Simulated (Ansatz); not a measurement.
# Ga2SeS2: the cost of one run

Program: Ansatz 0.2.0. Level of theory: DFT PBE, scalar-relativistic, plane waves, PAW. These are calculated values, not measurements.

## Step 1: The system as given

The structure is hexagonal, space group P6/mmm (No. 191). Conventional cell: a = 4.101 Å, b = 4.101 Å, c = 8.915 Å, α = 90.00°, β = 90.00°, γ = 120.00°. Ga (site symmetry 6mm) has 1 Ga at 1.96 Å and 6 S at 2.56 Å in its first shell of neighbours. Se (site symmetry 6/mmm) is surrounded by 2 Ga at 3.48 Å. S (site symmetry -6m2) has 3 S at 2.37 Å and 6 Ga at 2.56 Å in its first shell of neighbours.

As a file:

```
Ga Se S
1.0
     4.10070    0.00000    0.00000
    -2.05035    3.55131    0.00000
     0.00000    0.00000    8.91487
Ga Se S
2 1 2
Cartesian
  0.0000 0.0000 5.4376
  0.0000 0.0000 3.4772
  0.0000 0.0000 0.0000
  0.0000 2.3675 4.4574
  2.0503 1.1838 4.4574
```

The cell is invented: random cell by space group and Wyckoff sites (P6/mmm, No. 191). Lengths come from tabulated atomic sizes and are only a guess.

## Step 2: The guess as it stands, on a coarse mesh

Contents of input.yaml:

```yaml
crystal:
  lattice:
    - [4.10069724, 0.0, 0.0]
    - [-2.05034862, 3.55130798, 0.0]
    - [0.0, 0.0, 8.91487066]
  atoms:
    - { symbol: Ga, position: [0.0, 0.0, 0.60995025] }
    - { symbol: Ga, position: [0.0, 0.0, 0.39004975] }
    - { symbol: Se, position: [0.0, 0.0, 0.0] }
    - { symbol: S, position: [0.33333333, 0.66666667, 0.5] }
    - { symbol: S, position: [0.66666667, 0.33333333, 0.5] }
basis:
  ecutwfc: 420
kpoints:
  mp_grid: { grid: [6, 6, 2] }
hamiltonian:
  xc: pbe
scf:
  occupations: { method: gaussian, width: 0.1 }
  lower_state_search: "off"
output:
  forces: true
  stress: true
  eigenvalues: true
```

Started as:

```bash
> ansatz run input.yaml --threads 1 --pin off --max-ram 2560MiB --backend cpu --events-out ev --progress --plain --runs-dir out
```

Q: Estimate wall time and peak memory on 1 thread of Intel Xeon at 2.50GHz (Skylake/Cascade Lake), shared host.

About 8.4 s, with a peak of 0.42 GiB.
